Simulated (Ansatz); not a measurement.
# F₂H₄OSi₂ (built from SMILES F[Si]F.O[SiH3]): search for a transition state

Wanted: the transition state of a insertion of a carbenoid (form Si1–H4, Si1–O5 and break H4–O5). The guess is relaxed with those distances held, a saddle search follows, and vibrations and two downhill relaxations check it.

Program: Ansatz 0.2.0, Gaussian basis. Level of theory: PBE0-D4, def2-SVP first, then def2-TZVP. These are calculated values, not measurements.

115 further runs of the same task are left out: 1 that didn't finish, 114 set aside as unsound or not needed.

### 1 The system as given

The guess: 9 atoms, charge 0, spin multiplicity 1.

Atoms are counted from 1 here; the program's logs count them from 0.

Bond lengths: Si1–F2 1.616 Å, Si1–F3 1.616 Å, Si1–O5 1.849 Å, H4–O5 1.131 Å, O5–Si6 1.657 Å, Si6–H7 1.460 Å, Si6–H8 1.457 Å, Si6–H9 1.455 Å. Angles: F2–Si1–F3 95.2°, F2–Si1–O5 97.9°, F3–Si1–O5 97.9°, Si1–O5–H4 68.9°, Si1–O5–Si6 144.4°, H4–O5–Si6 146.6°, O5–Si6–H7 101.6°, O5–Si6–H8 106.4°, O5–Si6–H9 106.4°, H7–Si6–H8 113.5°, H7–Si6–H9 113.8°, H8–Si6–H9 113.8°.

Geometry (Å):

```xyz
9

Si   -1.54960   -1.17010   -0.05660
F    -0.84000   -1.93910    1.17460
F    -0.75600   -1.97590   -1.21030
H    -1.59950    0.61630   -0.08140
O    -0.50040    0.35280   -0.04400
Si    1.05550    0.91760    0.04140
H     0.85860    2.35090   -0.15600
H     1.54500    0.57630    1.37050
H     1.78630    0.27140   -1.03830
```

Distances that are to change: Si1–H4 1.79 Å, Si1–O5 1.85 Å, H4–O5 1.13 Å.

### 2 Constrained relaxation of the guess

hold/in.yaml reads:

```yaml
crystal:
  periodic: [false, false, false]
  atoms:
    - {symbol: Si, position_ang: [-1.549600, -1.170100, -0.056600]}
    - {symbol: F, position_ang: [-0.840000, -1.939100, 1.174600]}
    - {symbol: F, position_ang: [-0.756000, -1.975900, -1.210300]}
    - {symbol: H, position_ang: [-1.599500, 0.616300, -0.081400]}
    - {symbol: O, position_ang: [-0.500400, 0.352800, -0.044000]}
    - {symbol: Si, position_ang: [1.055500, 0.917600, 0.041400]}
    - {symbol: H, position_ang: [0.858600, 2.350900, -0.156000]}
    - {symbol: H, position_ang: [1.545000, 0.576300, 1.370500]}
    - {symbol: H, position_ang: [1.786300, 0.271400, -1.038300]}
basis:
  gaussian: {orbitals: def2-SVP}
hamiltonian: {xc: pbe0, dispersion: d4}
relax: {f_tol: 0.04, max_steps: 150, escape_saddle: false, constraints: [{distance: [0, 3]}, {distance: [0, 4]}, {distance: [3, 4]}]}
```

The run is started by

```
$ ansatz run in.yaml --threads 4 --pin off --events-out ev --progress --plain --max-ram 9574MiB
```

The runs that follow: Force constants to start from; Saddle search in the small basis; Saddle search in triple zeta; Checking the order of the point; Relaxing after a step of 0.30 Å one way along the mode; Relaxing after a step of 0.30 Å the other way along the mode.

Q: Predict the outcome of this session. Wanted: imaginary mode; barrier from the start side; barrier from the end side; energy of the step; pairs that change; zero-point energy at the saddle.

The runs gave:

```
                       quantity                                          value
                 imaginary mode                                     1499i cm⁻¹
    barrier from the start side                                  24.8 kcal/mol
      barrier from the end side                                  82.8 kcal/mol
             energy of the step                                 -58.1 kcal/mol
              pairs that change  Si1–H4 formed, Si1–O5 tightened, H4–O5 broken
zero-point energy at the saddle                                       1.109 eV
```

In words: One imaginary mode, 1499i cm⁻¹, makes this a first-order saddle. The two relaxations end on the structures that were planned. At PBE0-D4/def2-TZVP the electronic barrier is 24.8 kcal/mol, about 42 kT at 298 K, and the step runs 58.1 kcal/mol downhill. The barrier is thin enough for tunnelling; the leading (Wigner) term alone is a factor of 3.2 at 298 K. The ends are the nearest minima, not always the lowest complexes.
